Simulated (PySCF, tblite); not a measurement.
# C₄H₉FOSi₃: geometry, infrared bands and NMR shifts

Aim: predict the infrared bands and NMR shifts of C₄H₉FOSi₃ (`C=C[Si]1(C(=C)F)[SiH2]O[SiH2]1`).

The runs use tblite 0.8.0 and PySCF 2.14.0, with density-fitted response routines of our own; the level of theory stands in each step. All values are computed, except where a source is named. Atoms count from 0, in the outputs and in this text.

**1. Starting geometry**

18 atoms, charge 0, multiplicity 1; geometry from: force field or distance geometry start.

Bonds of the start (Å): C0–C1 1.34, C1–Si2 1.82, Si2–C3 1.82, C3–C4 1.31, C3–F5 1.37, Si2–Si6 2.24, Si6–O7 1.71, O7–Si8 1.73, Si8–Si2 2.18, C0–H9 1.10, C0–H10 1.10, C1–H11 1.08, C4–H12 1.09, C4–H13 1.09, Si6–H14 1.44, Si6–H15 1.46, Si8–H16 1.46, Si8–H17 1.47.

**2. Geometry optimisation with GFN2-xTB**

Job settings and geometry (Å):

```
{"job": {"kind": "relax", "xc": "GFN2-xTB", "basis": "xTB"}, "charge": 0, "multiplicity": 1}
C     -1.790800    -2.101900     0.337900
C     -1.099500    -1.294000    -0.483200
Si     0.004000     0.029500     0.115200
C     -0.606800     1.741900     0.031700
C     -1.135800     2.253900    -1.050400
F     -0.544600     2.562800     1.124900
Si     1.982500    -0.110000    -0.934500
O      2.688100    -0.415200     0.588200
Si     1.398500    -0.382000     1.737900
H     -2.448900    -2.890900    -0.041700
H     -1.703400    -1.927300     1.422600
H     -1.185900    -1.460900    -1.545300
H     -1.508300     3.275700    -1.117700
H     -1.203200     1.635400    -1.944700
H      1.976100    -1.229400    -1.845000
H      2.318800     1.183100    -1.528400
H      1.233900    -1.624800     2.488900
H      1.616700     0.760500     2.631900
```

The run is started by

```sh
$ OMP_NUM_THREADS=1 python probes_run.py task.json out
```

This one command runs all jobs of the session in turn.

**Question.** This job is followed by: GFN2-xTB harmonic vibrations, gas phase; GIAO PBE0/pcSseg-1 NMR shielding, non-relativistic, gas phase. What will the session give for the following? strongest single infrared mode (GFN2-xTB); zero-point energy (GFN2-xTB); ¹³C shifts against TMS (PBE0/pcSseg-1); ¹H shifts against TMS (PBE0/pcSseg-1, means over atoms taken as alike); ²⁹Si shifts against TMS (PBE0/pcSseg-1, means over atoms taken as alike); ¹⁹F shifts against CFCl3 (PBE0/pcSseg-1); ¹⁷O shifts against H2O (PBE0/pcSseg-1); surface potential, 1st and 99th percentile.

The runs gave:

| quantity | value |
| --- | --- |
| strongest single infrared mode (GFN2-xTB) | 745 cm⁻¹, 870 km/mol |
| zero-point energy (GFN2-xTB) | 70.4 kcal/mol |
| ¹³C shifts against TMS (PBE0/pcSseg-1) | 180.7, 147.0, 137.2, 112.5 ppm |
| ¹H shifts against TMS (PBE0/pcSseg-1, means over atoms taken as alike) | 6.90, 6.68, 6.38, 6.04, 5.91, 5.75, 5.19 ppm |
| ²⁹Si shifts against TMS (PBE0/pcSseg-1, means over atoms taken as alike) | 9.4, 8.0 ppm |
| ¹⁹F shifts against CFCl3 (PBE0/pcSseg-1) | -89.1 ppm |
| ¹⁷O shifts against H2O (PBE0/pcSseg-1) | 63.1 ppm |
| surface potential, 1st and 99th percentile | -1.39 V and 1.42 V |

What this shows: Over 155 steps the energy fell by 1.152 eV; of the close pairs, Si2–Si8 changed most, 2.179 to 2.365 Å. The lowest mode is imaginary (25i cm⁻¹), so the xTB geometry is not a minimum. The strongest single mode, at 745 cm⁻¹, has its largest shares on O7, H16, H17 and H14 (the list is cut at 4 atoms). GFN2-xTB is a fitted tight-binding method: band positions and strengths are rough. Its intensities can rank the bands wrongly. At PBE0/pcSseg-1, counted by nearest atom on the grid, the HOMO lies on Si2 19 %; Si6, Si8 about 15 % each, the LUMO on C0, C1 about 17 % each; Si2 15 %.
